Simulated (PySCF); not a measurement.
**The bond of MnBr, level by level**

One table from this session's results is given with a row withheld; the runs are named, their logs left out.

Method: Mn def2-TZVPP, Br def2-TZVPP, no relativity; program: PySCF 2.14.0.

The first run:

The job is set up so:

| Quantity | Value |
| --- | --- |
| atoms | Mn, Br |
| charge | 0 |
| basis | Mn def2-TZVPP, Br def2-TZVPP |
| Hamiltonian | no relativity |
| basis functions | 112 |
| electrons treated | 60 |
| masses in u | 54.9380, 78.9183 |
| levels | PBE0, PBE, r²SCAN, BLYP, TPSS, MN15, PBEsol, LC-ωPBE, HF, MP2, SCS-MP2 |
| grid | 80 radial by 434 angular points |
| occupations | held fixed by the projection of orbital angular momentum |
| dissociation limit | Mn + Br, each in its ground configuration |
| starting distance in angstrom | 2.235 |
| values of 2S to try | 0, 2, 4, 6, 8 |

The run is started by

```console
OMP_NUM_THREADS=2 python dia.py task.json out
```

Among the steps run: Set-up; First curve: PBE0; Other states along the same grid; PBE; r²SCAN (meta-GGA); BLYP; TPSS; MN15 (hybrid meta-GGA); PBEsol (GGA); LC-ωPBE; UHF (mean field).

One table of the session follows, with a row left open; its other results are not shown here.

It belongs to the step «The curves together». Energy (eV) from each level's lowest point:

```
R (Å)    UHF  UHF-MP2  UHF-SCS-MP2    PBE  PBEsol
2.061  1.310    0.881        0.959  0.738   0.635
2.157  0.668    0.392        0.442  0.309   0.244
2.253  0.282    0.124        0.151  0.085   0.052
2.325  0.115    0.028        0.041  0.012   0.000
2.397  0.027    0.000        0.000  0.000   0.007
2.469  0.000    0.023        0.012  0.033   0.056
2.565  0.035    0.112        0.089  0.128   0.171
2.685  0.157    0.287        0.251  0.299   0.364
2.829      ?        ?            ?      ?       ?
3.020  0.719    0.944        0.883  0.901   1.009
```

**Question.** Estimate the row for R (Å) = 2.829.

Worked estimate for «UHF». A straight line through the neighbours (2.685, 0.157) and (3.020, 0.719) gives 0.157 + (0.719 − 0.157) × (2.829 − 2.685) / (3.020 − 2.685) = 0.399; a parabola fitted to 3 rows on both sides gives 0.359.

The run gave: UHF: 0.373; UHF-MP2: 0.552; UHF-SCS-MP2: 0.504; PBE: 0.548; PBEsol: 0.633. In «UHF» the line misses by +0.026 and the parabola by -0.014.

Caveats from the session: The state is the lowest single determinant that the PBE0 search found; with open d or f shells the true ground state can be another one.
